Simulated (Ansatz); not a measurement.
# GeMo (CsCl type): how the settings move a single-point run

How sensitive is a single-point run of GeMo (CsCl type) to its settings? A reference run comes first, then one run with altered input.

Method: reference: DFT, r2SCAN, all-electron PAW with datasets made for the crystal, scalar-relativistic, in Ansatz 0.2.0.

## (1) The starting structure

Symmetry: Pm-3m, No. 221, cubic system. Conventional cell: a = 2.883 Å, b = 2.883 Å, c = 2.883 Å, α = 90.00°, β = 90.00°, γ = 90.00°. Mo (site symmetry m-3m) is surrounded by 8 Ge at 2.50 Å. Ge (site symmetry m-3m) is surrounded by 8 Mo at 2.50 Å.

Coordinates:

```xyz
2
Lattice="2.8835 0.0000 0.0000 0.0000 2.8835 0.0000 0.0000 0.0000 2.8835" Properties=species:S:1:pos:R:3 pbc="T T T"
Mo    0.0000    0.0000    0.0000
Ge    1.4417    1.4417    1.4417
```

## (2) The reference run

Input file input.yaml:

```yaml
crystal:
  lattice:
    - [2.8834742741, 0.0, 0.0]
    - [0.0, 2.8834742741, 0.0]
    - [0.0, 0.0, 2.8834742741]
  atoms:
    - { symbol: Mo, position: [0.0, 0.0, 0.0] }
    - { symbol: Ge, position: [0.5, 0.5, 0.5] }
kpoints:
  mp_grid: { grid: [14, 14, 14] }
scf:
  occupations: { method: fermi_dirac, width: 0.05 }
hamiltonian:
  xc: r2scan
  pseudopotentials: { kind: all_electron, datasets: crystal }
output:
  forces: true
  stress: true
  eigenvalues: true
```

On the command line:

```sh
> ansatz run input.yaml --threads 1 --pin off --max-ram 2048MiB --backend cpu --events-out ev --progress --plain --runs-dir out
```

## (3) Changing settings: mp_grid.grid [5, 5, 5]

Changes to input.yaml since step 2:

```diff
@@ -9,3 +9,3 @@
 kpoints:
-  mp_grid: { grid: [14, 14, 14] }
+  mp_grid: { grid: [5, 5, 5] }
 scf:
```

**Question.** What will these runs give? Wanted: for each run, ending; energy change; pressure; gap; force.

**Answer**, as computed:

| run | ending | energy change | pressure (GPa) | gap (eV) | force (eV/Å) | cycles | time |
| --- | --- | --- | --- | --- | --- | --- | --- |
| reference | converged | 0 | 74.3 | 0.00 | 0.00 | 10 | 26 s |
| 1: mp_grid.grid [5, 5, 5] | converged | -93.1 meV/atom | 70.5 | 0.00 | 0.00 | 9 | 4.7 s |

Residual by cycle in the longest SCF loop of each run; runs are numbered as in the table. The quantity is the density residual dr2, in eV.

| cycle | reference | run 1 |
| --- | --- | --- |
| 1 | 2.46 | 2.13 |
| 2 | 0.503 | 0.527 |
| 3 | 0.129 | 0.032 |
| 4 | 0.0862 | 0.00577 |
| 5 | 0.0068 | 3.3e-4 |
| 6 | 3.5e-4 | 1.2e-5 |
| 7 | 2.6e-5 | 3.8e-6 |
| 8 | 2.3e-5 | 6.2e-8 |
| 9 | 8.1e-7 | 1.3e-9 |
| 10 | 1.7e-8 | - |

**Reading.** Changing the k-point mesh moves the energy by -93.1 meV/atom, and the pressure goes from 74.3 to 70.5 GPa. Sampling errors of the energy have no fixed sign. Cost: 9 SCF cycles against 10, 4.7 s against 26 s. The structure is not at rest: the sound run finds 74 GPa, so these are no properties of the relaxed crystal. The reference has no spin polarisation; with Mo present, a magnetic state may lie lower.
